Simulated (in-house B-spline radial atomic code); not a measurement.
# Excited states and polarisability of Ti¹⁰⁺ by several methods

An exercise on one series of results from a longer session: the logs are not shown, and one member is left open.

Program: in-house B-spline radial atomic code version 1. Level of theory: linear response of a closed shell, each method with its own adiabatic kernel; non-relativistic; B-spline basis; no spin-orbit coupling, no double excitations; only terms of natural parity, (−1)^L, with L up to 3 are computed. These are calculated values, not measurements, unless marked.

## The atom as given

- element: titanium (Z = 22)
- charge: +10
- configuration: [Ne] 3s2
- runs: TDHF; BSE on G0W0@HF; LDA (VWN5); PBE; PBE0; B3LYP; CAM-B3LYP; LC-ωPBE; ωB97X; HSE06; BHandHLYP; BLYP; PBEsol; BP86; exchange-only LDA; B97-1; RPBE; OLYP

Outer shells as boxes (Hund's rule):

Ti¹⁰⁺
```
[Ne] core
3s [↑↓]
```

Set-up of the first run:

Input settings:

```ini
Z = 22
electrons = 12.0
configuration = [Ne] 3s2
hamiltonian = nr
method = hf
box_radius = 9.77
intervals = 50
```

The run is started by

```sh
$ python run_td.py task.json out
```

task.json lists these runs, among others, and the program works through them in turn.

Steps of the session up to this table: TDHF.

One of the session's tables, all rows but one given; the rest of the session is left out.

It belongs to the step «TDHF». 

| state | full (eV) | Tamm-Dancoff (eV) |
| --- | --- | --- |
| 3s→3p ³P | 18.187 | 19.248 |
| 3s→3p ¹P | 30.636 | 31.392 |
| 3s→3d ³D | 58.813 | 58.898 |
| 3s→3d ¹D | ? | ? |
| 3s→4s ³S | 127.64 | 127.66 |
| 3s→4s ¹S | 130.34 | 130.37 |
| 3s→4p ³P | 138.15 | 138.16 |
| 3s→4p ¹P | 139.23 | 139.26 |
| 3s→4d ³D | 151.37 | 151.38 |
| 3s→4d ¹D | 151.90 | 151.91 |
| 3s→4f ³F | 157.07 | 157.07 |
| 3s→4f ¹F | 158.33 | 158.34 |
| 3s→5s ³S | 180.83 | 180.84 |
| 3s→5s ¹S | 181.73 | 181.74 |

Estimate the missing values for 3s→3d ¹D.

**Answer.** full (eV): 63.913; Tamm-Dancoff (eV): 63.982. In the column «full (eV)» it lies between 3s→3d ³D (58.813) and 3s→4s ³S (127.64).
